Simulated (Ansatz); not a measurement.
# SnTe (SMILES [Sn][Te]): levels of theory compared

We compute a comparison of 6 runs (HSE06/STO-3G, SVWN5/STO-3G, UPBE/STO-3G, wB97X/STO-3G, MP2/STO-3G, FCI/STO-3G) of SnTe. 

The results are computed with Ansatz 0.2.0.

48 further runs of the same task are left out: 11 that didn't finish, 37 set aside as unsound or not needed.

### 1 The system as given

The species is SnTe (2 atoms), meant as a singlet with charge 0. SMILES: `[Sn][Te]`. The Te2–Sn1 distance was set to 5.074 Å, away from the relaxed value.

### 2 A single-point energy at HSE06/STO-3G (run 1)

The input, in.yaml:

```yaml
crystal:
  periodic: [false, false, false]
  atoms:
    - {symbol: Sn, position_ang: [0.000000, 0.000000, -2.536730]}
    - {symbol: Te, position_ang: [0.000000, 0.000000, 2.536770]}
basis:
  gaussian:
    orbitals: STO-3G
magnetization:
  spin_polarized: false
  initial_magnetization: 0
hamiltonian:
  xc: {name: HSE06}
accuracy: high
```

Command:

```
$ ansatz run in.yaml --threads 1 --pin off --max-ram 2610MiB --events-out events.jsonl --progress --plain --runs-dir runs
```

Log:

```text
Warning: RAYON_NUM_THREADS=1 ignored (pool sized by the plan → 1); use --threads N
Functional definition: HSE06
  name "HSE06"
  parameter a = 0.25
  parameter omega = 0.11/bohr
  exchange = pbe_x - a*pbe_x_sr(omega) + a*exact_x_sr(omega)
  correlation = pbe_c
762 factors; integrals over basis functions are off by at most 4.8e-9 eV
51 factors; integrals over basis functions are off by at most 1.5e-9 eV
mean field evaluation 1: about -340501.0147 eV, gradient 5.5e0 eV
mean field evaluation 2: about -340400.1552 eV, gradient 1.5e1 eV
mean field evaluation 4: about -340500.9398 eV, gradient 5.8e0 eV
mean field evaluation 8: about -340517.2378 eV, gradient 1.3e0 eV
mean field evaluation 16: about -340517.4392 eV, gradient 8.4e-6 eV
mean field evaluation 32: about -340511.2322 eV, gradient 3.8e1 eV
mean field evaluation 64: about -340517.4392 eV, gradient 2.1e-8 eV
mean field evaluation 96: about -340517.4392 eV, gradient 7.0e-4 eV
mean field evaluation 128: about -340517.3166 eV, gradient 3.6e0 eV
mean field evaluation 160: about -340517.3173 eV, gradient 5.2e0 eV
mean field evaluation 192: about -340517.1439 eV, gradient 6.8e0 eV
mean field -340517.43920765 eV, -12513.7850798708 hartree, gradient 2.6e-8 eV, S^2 0.000000; 6 other end points of the search recorded, 0 dependent functions left out
reference -340517.43920997 eV, -12513.7850799563 hartree; 51, 51 occupied and 3, 3 virtual orbitals, 762 factors
Total energy: -340517.43920997 eV, -12513.7850799563 hartree
```

Run time: 11 s. Hardware: 1 thread of AMD EPYC 9R45 (Zen 5), shared host; peak memory 0.22 GiB.

### 3 The energy at SVWN5/STO-3G (run 2)

The input, in.yaml:

```yaml
crystal:
  periodic: [false, false, false]
  atoms:
    - {symbol: Sn, position_ang: [0.000000, 0.000000, -2.536730]}
    - {symbol: Te, position_ang: [0.000000, 0.000000, 2.536770]}
basis:
  gaussian: {orbitals: STO-3G}
accuracy: high
hamiltonian: {xc: {name: SVWN5}}
```

Command:

```
$ ansatz run in.yaml --threads 1 --pin off --max-ram 2610MiB --events-out events.jsonl --progress --plain --runs-dir runs
```

Log:

```text
Warning: RAYON_NUM_THREADS=1 ignored (pool sized by the plan → 1); use --threads N
Functional definition: SVWN5
  name "SVWN5"
  exchange = slater_x
  correlation = vwn5_c
762 factors; integrals over basis functions are off by at most 4.8e-9 eV
mean field evaluation 1: about -340194.7643 eV, gradient 6.3e0 eV
mean field evaluation 2: about -340093.7172 eV, gradient 1.6e1 eV
mean field evaluation 4: about -340194.4718 eV, gradient 7.8e0 eV
mean field evaluation 8: about -340212.9121 eV, gradient 3.8e0 eV
mean field evaluation 16: about -340207.6200 eV, gradient 3.5e1 eV
mean field evaluation 32: about -340212.9445 eV, gradient 3.0e-3 eV
mean field evaluation 64: about -340212.9621 eV, gradient 4.9e-2 eV
mean field evaluation 96: about -340212.5458 eV, gradient 7.7e0 eV
mean field evaluation 128: about -340208.9994 eV, gradient 5.2e0 eV
mean field -340213.01192926 eV, -12502.5975837384 hartree, gradient 4.7e-8 eV, S^2 0.000000; 13 other end points of the search recorded, 0 dependent functions left out
reference -340213.01193150 eV, -12502.5975838207 hartree; 51, 51 occupied and 3, 3 virtual orbitals, 762 factors
Total energy: -340213.01193150 eV, -12502.5975838207 hartree
```

Wall time 2.3 s (1 thread of AMD EPYC 9R45 (Zen 5), shared host); peak memory 0.13 GiB.

Run 3 isn't shown in full; the table further down has it.

### 4 The energy at wB97X/STO-3G (run 4)

The input, job.yaml:

```yaml
crystal:
  periodic: [false, false, false]
  atoms:
    - symbol: Sn
      position_ang: [0.000000, 0.000000, -2.536730]
    - symbol: Te
      position_ang: [0.000000, 0.000000, 2.536770]
basis:
  gaussian:
    orbitals: STO-3G
accuracy: high
hamiltonian:
  xc: {name: wB97X}
```

Command:

```
$ ansatz run job.yaml --threads 1 --pin off --max-ram 2610MiB --events-out events.jsonl --progress --plain --runs-dir runs
```

Log, cut to the lines that bear on the results:

```text
Warning: RAYON_NUM_THREADS=1 ignored (pool sized by the plan → 1); use --threads N
Functional definition: wB97X
  name "wB97X"
[...]
      + exact_x_lr(omega)
[...]
      + integral(e_c_pw_opposite_spin*poly(b97_u_opposite, 1, cos1, cos2, cos3, cos4))
762 factors; integrals over basis functions are off by at most 4.8e-9 eV
142 factors; integrals over basis functions are off by at most 5.7e-10 eV
[...]
mean field -340539.68241939 eV, -12514.6025028255 hartree, gradient 1.3e-8 eV, S^2 0.000000; 2 other end points of the search recorded, 0 dependent functions left out
reference -340539.68241740 eV, -12514.6025027523 hartree; 51, 51 occupied and 3, 3 virtual orbitals, 762 factors
Total energy: -340539.68241740 eV, -12514.6025027523 hartree
```

Run time: 5.4 s. Hardware: 1 thread of AMD EPYC 9R45 (Zen 5), shared host; peak memory 0.35 GiB.

Run 5 isn't shown in full; the table further down has it.

### 5 A single-point energy at FCI/STO-3G (run 6)

The input, input.yaml:

```yaml
crystal:
  periodic: [false, false, false]
  atoms:
    - symbol: Sn
      position_ang: [0.000000, 0.000000, -2.536730]
    - symbol: Te
      position_ang: [0.000000, 0.000000, 2.536770]
basis:
  gaussian:
    orbitals: STO-3G
correlation:
  method: fci
  frozen_orbitals: {Sn: 18, Te: 18}
accuracy: high
```

Command:

```
$ ansatz run input.yaml --threads 1 --pin off --max-ram 2610MiB --events-out events.jsonl --progress --plain --runs-dir runs
```

Log:

```text
Warning: RAYON_NUM_THREADS=1 ignored (pool sized by the plan → 1); use --threads N
[... 30 lines left out ...]
36 core orbitals not correlated: weight in the atoms' cores, before any rotation towards them, 1.000 or more for the frozen orbitals, at most 0.000 for the correlated occupied ones
[... 2 lines left out ...]
Total energy: -340423.78197757 eV, -12510.3432401486 hartree
```

Run time: 11 s. Hardware: 1 thread of AMD EPYC 9R45 (Zen 5), shared host; peak memory 0.23 GiB.

### 6 All runs side by side

```
run         level  frozen core orbitals    energy (Eh)  wall time
  1  HSE06/STO-3G                     –  -12513.785080       11 s
  2  SVWN5/STO-3G                     –  -12502.597584      2.3 s
  3   UPBE/STO-3G                     –  -12513.140160       11 s
  4  wB97X/STO-3G                     –  -12514.602503      5.4 s
  5    MP2/STO-3G                    36  -12510.210239      5.7 s
  6    FCI/STO-3G                    36  -12510.343240       11 s
```

### 7 Results

```
                                           quantity            value
                                run 6: total energy  -12510.34324 Eh
run 6: correlation energy (36 core orbitals frozen)       -160.4 mEh
```

In words: Against full CI in this basis: MP2 +133.0 mEh. Totals of different functionals can't be ranked against each other. In run 5 the log says that unrestricted orbitals would lower the reference, so the values rest on an unstable closed-shell determinant (other closed-shell runs at this shape may share the fault). In runs 1, 2, 3, 4, 5, 6 the basis is minimal, so the values are rough. In runs 1, 2, 4, 5 a closed-shell determinant meets a far-stretched bond, which it describes badly. In runs 1, 2, 3, 4, 5, 6 relativity is left out where basis or elements ask for it. Spin contamination of the reference: run 3 ⟨S²⟩ = 1.74. Where it is this large, the reference is a mixture of spin states, and values that rest on it are in doubt. All runs together took 47 s, the longest 11 s.
